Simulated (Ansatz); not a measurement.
# Cd2Te3: the cost of one run

Computed with Ansatz 0.2.0 (DFT PBE, scalar-relativistic, plane waves, PAW, unless a step's input says otherwise).

## (1) The system as given

It takes space group P6/mmm (No. 191, hexagonal). The conventional cell has a = 6.233 Å, b = 6.233 Å, c = 5.887 Å, α = 90.00°, β = 90.00°, γ = 120.00°. Cd (site symmetry 6mm) has 2 Cd at 2.74 to 3.14 Å and 6 Te at 3.49 Å as nearest neighbours. Te (site symmetry mmm) has 4 Te at 3.12 Å and 4 Cd at 3.49 Å as nearest neighbours.

Coordinates:

```xyz
5
Lattice="6.2335 0.0000 0.0000 -3.1167 5.3983 0.0000 0.0000 0.0000 5.8868" Properties=species:S:1:pos:R:3 pbc="T T T"
Cd    0.0000    0.0000    1.5710
Cd    0.0000    0.0000    4.3158
Te    3.1167    0.0000    0.0000
Te   -1.5584    2.6992    0.0000
Te    1.5584    2.6992    0.0000
```

The cell was relaxed beforehand at this level, from a generated guess; it is a trial structure. At a tolerance of 0.05 Å it has space group P6/mmm (No. 191); it has 39.62 Å³/atom, an uncorrected energy of +0.20 eV/atom over the elements.

## (2) Bands, states and charges

input.yaml reads:

```yaml
crystal:
  lattice:
    - [6.2334538651, 0.0, 0.0]
    - [-3.1167269326, 5.3983294005, 0.0]
    - [0.0, 0.0, 5.8867786295]
  atoms:
    - { symbol: Cd, position: [0.0, 0.0, 0.2668717616] }
    - { symbol: Cd, position: [0.0, 0.0, 0.7331282384] }
    - { symbol: Te, position: [0.5, 0.0, 0.0] }
    - { symbol: Te, position: [0.0, 0.5, 0.0] }
    - { symbol: Te, position: [0.5, 0.5, 0.0] }
basis:
  ecutwfc: 420
kpoints:
  mp_grid: { grid: [6, 6, 6] }
  band_path:
    path:
      - [[0.0, 0.0, 0.0], [0.5, 0.0, 0.0], [0.33333333, 0.33333333, 0.0], [0.0, 0.0, 0.0], [0.0, 0.0, 0.5], [0.5, 0.0, 0.5], [0.33333333, 0.33333333, 0.5], [0.0, 0.0, 0.5]]
      - [[0.5, 0.0, 0.5], [0.5, 0.0, 0.0]]
      - [[0.33333333, 0.33333333, 0.5], [0.33333333, 0.33333333, 0.0]]
    npoints: 14
hamiltonian:
  xc: pbe
scf:
  occupations: { method: gaussian, width: 0.1 }
  n_extra_bands: 12
output:
  forces: true
  stress: true
  eigenvalues: true
  populations: true
  dos: { projected: true, de: 0.02, nscf_kmesh: { grid: [8, 8, 8] } }
  bader: true
  write_density: true
  write_potential: true
  elf: true
  volumetric_format: npy
```

Run with:

```
$ ansatz run input.yaml --threads 1 --pin off --max-ram 2560MiB --backend cpu --events-out ev --progress --plain --runs-dir out
```

What time and memory should one allow on 1 thread of Arm Neoverse V1, shared host?

About 89 s, with a peak of 0.93 GiB.
